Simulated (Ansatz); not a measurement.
# Al(H2O)Cl3 (AlCl3H2O): one molecule under many settings

Aim: run Al(H2O)Cl3 (AlCl3H2O) under a spread of inputs, and see what each costs and gives.

The runs use Ansatz 0.2.0, Gaussian basis; the settings change from run to run.

**1. The relaxed structure**

An earlier PBE-D4/def2-SVP relaxation fixed the geometry.

7 atoms, charge 0, spin multiplicity 1.

Atoms are counted from 1 here; the program's logs count them from 0.

Bond lengths: Al1–O2 1.982 Å, Al1–Cl5 2.110 Å, Al1–Cl6 2.135 Å, Al1–Cl7 2.136 Å, O2–H3 0.983 Å, O2–H4 0.983 Å. Angles: O2–Al1–Cl5 106.9°, O2–Al1–Cl6 95.3°, O2–Al1–Cl7 95.2°, Cl5–Al1–Cl6 117.8°, Cl5–Al1–Cl7 117.8°, Cl6–Al1–Cl7 116.9°, Al1–O2–H3 106.3°, Al1–O2–H4 106.6°, H3–O2–H4 106.7°.

Geometry (Å):

```mol
AlCl3H2O
  3D, bonds by distance, orders not assigned

  7  6  0  0  0  0  0  0  0  0999 V2000
    0.1701   -0.0523   -0.7846 Al  0  0
    0.1778    0.0394    1.1948 O   0  0
   -0.4109   -0.6839    1.5069 H   0  0
   -0.2603    0.8854    1.4384 H   0  0
    2.1775   -0.2661   -1.3969 Cl  0  0
   -0.7611    1.8488   -1.0660 Cl  0  0
   -1.0932   -1.7713   -0.8927 Cl  0  0
  1  2  8  0
  1  5  8  0
  1  6  8  0
  1  7  8  0
  2  3  8  0
  2  4  8  0
M  END
```

**2. HSE06/def2-mTZVPP**

Set apart from the defaults: D3(BJ) with three-body dispersion, the search for lower states set to light.

The input, in.yaml:

```yaml
crystal:
  periodic: [false, false, false]
  atoms:
    - {symbol: Al, position_ang: [0.170056, -0.052307, -0.784588]}
    - {symbol: O, position_ang: [0.177842, 0.039425, 1.194850]}
    - {symbol: H, position_ang: [-0.410898, -0.683909, 1.506901]}
    - {symbol: H, position_ang: [-0.260322, 0.885439, 1.438401]}
    - {symbol: Cl, position_ang: [2.177536, -0.266150, -1.396892]}
    - {symbol: Cl, position_ang: [-0.761052, 1.848785, -1.065992]}
    - {symbol: Cl, position_ang: [-1.093152, -1.771284, -0.892690]}
basis:
  gaussian: {orbitals: def2-mTZVPP}
hamiltonian: {xc: {name: HSE06}, dispersion: d3bjatm}
scf: {lower_state_search: light}
output: {forces: true}
```

Started as:

```bash
> ansatz run in.yaml --threads 4 --pin off --events-out ev --progress --plain --max-ram 3916MiB
```

Log, shortened:

```text
Functional definition: HSE06
  name "HSE06"
  cite "Heyd, Scuseria & Ernzerhof, J. Chem. Phys. 118, 8207 (2003) doi:10.1063/1.1564060"
  cite "Krukau, Vydrov, Izmaylov & Scuseria, J. Chem. Phys. 125, 224106 (2006) doi:10.1063/1.2404663"
  cite "Heyd & Scuseria, J. Chem. Phys. 120, 7274 (2004) doi:10.1063/1.1668634"
  cite "Ernzerhof & Perdew, J. Chem. Phys. 109, 3313 (1998) doi:10.1063/1.476928"
  cite "Perdew, Burke & Ernzerhof, Phys. Rev. Lett. 77, 3865 (1996) doi:10.1103/PhysRevLett.77.3865"
  parent pbe
[...]
  # The whole range is PBE's own exchange, as in plane waves. The composition of these papers is wPBEh.
[...]
1228 factors; integrals over basis functions are off by at most 1.0e-3 eV
91 factors; integrals over basis functions are off by at most 3.2e-7 eV
[...]
mean field -46234.81450401 eV, -1699.0980939396 hartree, gradient 6.6e-6 eV, S^2 0.000000; 0 other end points of the search recorded, 0 dependent functions left out
[...]
reference -46234.81454213 eV, -1699.0980953404 hartree; 37, 37 occupied and 100, 100 virtual orbitals, 1228 factors
Total energy: -46234.98671772 eV, -1699.1044226766 hartree
Atom 0 at     0.170056    -0.052307    -0.784588 Å, force    -0.003620     0.004363     0.107415 eV/Å
Atom 1 at     0.177842     0.039425     1.194850 Å, force    -0.698316     0.068811     0.088080 eV/Å
Atom 2 at    -0.410898    -0.683909     1.506901 Å, force     0.397298     0.455307    -0.136715 eV/Å
Atom 3 at    -0.260322     0.885439     1.438401 Å, force     0.302378    -0.533255    -0.099305 eV/Å
Atom 4 at     2.177536    -0.266150    -1.396892 Å, force    -0.267543     0.028638     0.075156 eV/Å
Atom 5 at    -0.761052     1.848785    -1.065992 Å, force     0.116276    -0.211522    -0.007995 eV/Å
Atom 6 at    -1.093152    -1.771284    -0.892690 Å, force     0.153528     0.187657    -0.026635 eV/Å
Dipole moment:    -0.237413     0.068231     0.953718 e Å
```

Run time: 2.3 s. Hardware: 4 threads of Arm Neoverse V2, shared host.

Largest force 0.707 eV/Å, dipole 4.73 D.

**3. BHLYP/def2-TZVP**

in.yaml, as its differences from that of step 2:

```diff
@@ -11,5 +11,3 @@
 basis:
-  gaussian: {orbitals: def2-mTZVPP}
-hamiltonian: {xc: {name: HSE06}, dispersion: d3bjatm}
-scf: {lower_state_search: light}
-output: {forces: true}
+  gaussian: {orbitals: def2-TZVP}
+hamiltonian: {xc: {name: BHLYP}}
```

Launched as before.

Log:

```text
Functional definition: BHLYP
  name "BHLYP"
  cite "Becke, J. Chem. Phys. 98, 1372 (1993) doi:10.1063/1.464304"
  cite "Becke, Phys. Rev. A 38, 3098 (1988) doi:10.1103/PhysRevA.38.3098"
  cite "Lee, Yang & Parr, Phys. Rev. B 37, 785 (1988) doi:10.1103/PhysRevB.37.785"
  parameter a = 0.5
  exchange = (1 - a)*b88_x + a*exact_x
  correlation = lyp_c
1424 factors; their error is unknown
mean field evaluation 1: about -46249.7242 eV, gradient 4.1e1 eV
mean field evaluation 2: about -46249.9369 eV, gradient 4.2e1 eV
mean field evaluation 4: about -46252.6577 eV, gradient 1.3e0 eV
mean field evaluation 8: about -46252.6619 eV, gradient 9.1e-3 eV
mean field -46252.92782167 eV, -1699.7637460858 hartree, gradient 8.1e-5 eV, S^2 0.000000; 0 other end points of the search recorded, 0 dependent functions left out
reference -46252.92800780 eV, -1699.7637529262 hartree; 37, 37 occupied and 154, 154 virtual orbitals, 1424 factors
Total energy: -46252.92800780 eV, -1699.7637529262 hartree
```

Run time: 2.2 s. Hardware: 4 threads of Arm Neoverse V2, shared host.

**4. CCSD/def2-mTZVPP**

in.yaml, as its differences from that of step 3:

```diff
@@ -11,3 +11,5 @@
 basis:
-  gaussian: {orbitals: def2-TZVP}
-hamiltonian: {xc: {name: BHLYP}}
+  gaussian: {orbitals: def2-mTZVPP}
+hamiltonian: {xc: {name: HF}}
+correlation: {method: ccsd}
+scf: {omitted_lower_state_checks: [starts]}
```

Launched as before.

Log, shortened:

```text
Functional definition: HF
  name "HF"
  cite "Fock, Z. Phys. 61, 126 (1930) doi:10.1007/BF01340294"
  parent pbe
[...]
1228 factors; integrals over basis functions are off by at most 1.0e-3 eV
[...]
mean field -46171.56898674 eV, -1696.7738640491 hartree, gradient 1.3e-6 eV, S^2 0.000000; 0 other end points of the search recorded, 0 dependent functions left out
21 core orbitals not correlated: weight in the atoms' cores, before any rotation towards them, 1.000 or more for the frozen orbitals, at most 0.000 for the correlated occupied ones
reference -46171.56898674 eV, -1696.7738640491 hartree; 16, 16 occupied and 100, 100 virtual orbitals, 1228 factors
second order -20.40986152 eV of doubles, -0.00000000 eV of singles
cycle   1  -21.09785137 eV  change   -6.9e-1 eV  update   7.8e-2
[...]
cycle   8  -21.51772378 eV  change   -1.7e-5 eV  update   1.8e-5
Total energy: -46193.08671051 eV, -1697.5646258127 hartree
Checks for a lower state left out: starts
```

Wall time 4.8 s (4 threads of Arm Neoverse V2, shared host); peak memory 0.77 GiB.

T1 0.008.

**5. B97M-V/def2-SVP**

Set apart from the defaults: atoms shaken by 0.03 Å.

The input, in.yaml:

```yaml
crystal:
  periodic: [false, false, false]
  atoms:
    - {symbol: Al, position_ang: [0.147920, -0.045100, -0.844871]}
    - {symbol: O, position_ang: [0.162742, 0.026705, 1.180206]}
    - {symbol: H, position_ang: [-0.420376, -0.641853, 1.504403]}
    - {symbol: H, position_ang: [-0.275159, 0.850996, 1.419544]}
    - {symbol: Cl, position_ang: [2.144116, -0.312926, -1.359847]}
    - {symbol: Cl, position_ang: [-0.769209, 1.841553, -1.056425]}
    - {symbol: Cl, position_ang: [-1.120718, -1.794177, -0.856330]}
basis:
  gaussian: {orbitals: def2-SVP}
hamiltonian: {xc: {name: B97M-V}}
scf: {omitted_lower_state_checks: [starts]}
```

Same command.

Log, shortened:

```text
Functional definition: B97M-V
  name "B97M-V"
  cite "Mardirossian & Head-Gordon, J. Chem. Phys. 142, 074111 (2015) doi:10.1063/1.4907719"
  cite "Becke, J. Chem. Phys. 107, 8554 (1997) doi:10.1063/1.475007"
  cite "Vydrov & Van Voorhis, J. Chem. Phys. 133, 244103 (2010) doi:10.1063/1.3521275"
  # Of w^i u^j: cxij and so on, Table III.
[...]
  gx(w, u) = cx00 + cx01*u + cx02*u^2 + (cx10 + cx11*u)*w
  gss(w, u) = css00 + css02*u^2 + css10*w + (css32*w^3 + css42*w^4)*u^2
  gos(w, u) = cos00 + cos01*u + cos03*u^3 + cos10*w + cos32*w^3*u^2
[...]
      + integral(e_c_pw_mod_opposite_spin*gos(b97_w_opposite, b97_u_opposite)) + vv10(b, c)
[...]
1037 factors; their error is unknown
[...]
mean field -46224.14585431 eV, -1698.7060282944 hartree, gradient 4.1e-5 eV, S^2 0.000000; 0 other end points of the search recorded, 0 dependent functions left out
reference -46224.14590371 eV, -1698.7060301101 hartree; 37, 37 occupied and 59, 59 virtual orbitals, 1037 factors
Total energy: -46224.14590371 eV, -1698.7060301101 hartree
Checks for a lower state left out: starts
```

It took 3.5 s on 4 threads of Arm Neoverse V2, shared host.

**6. All runs side by side**

```csv
level,charge,multiplicity,geometry,functions,energy (eV),time
HSE06/def2-mTZVPP,0,1,relaxed,137,-46234.987,2.3 s
BHLYP/def2-TZVP,0,1,relaxed,191,-46252.928,2.2 s
CCSD/def2-mTZVPP,0,1,relaxed,137,-46193.087,4.8 s
B97M-V/def2-SVP,0,1,shaken,96,-46224.146,3.5 s
```

**7. Results**

| quantity | value |
| --- | --- |
| runs | 4 |
| quickest | BHLYP/def2-TZVP, 2.2 s |
| slowest | CCSD/def2-mTZVPP, 4.8 s |
| spread of total energies, same state and geometry | 59.8 eV |

**Reading.** CCSD/def2-mTZVPP took 2 times as long as BHLYP/def2-TZVP. The jobs differ in tasks and options as well as level. Total energies at one charge and spin differ by 60 eV between levels, so only differences within one level mean anything. At the PBE-D4/def2-SVP geometry and in the same state, the sound runs without point charges leave forces up to 0.71 eV/Å (HSE06/def2-mTZVPP).
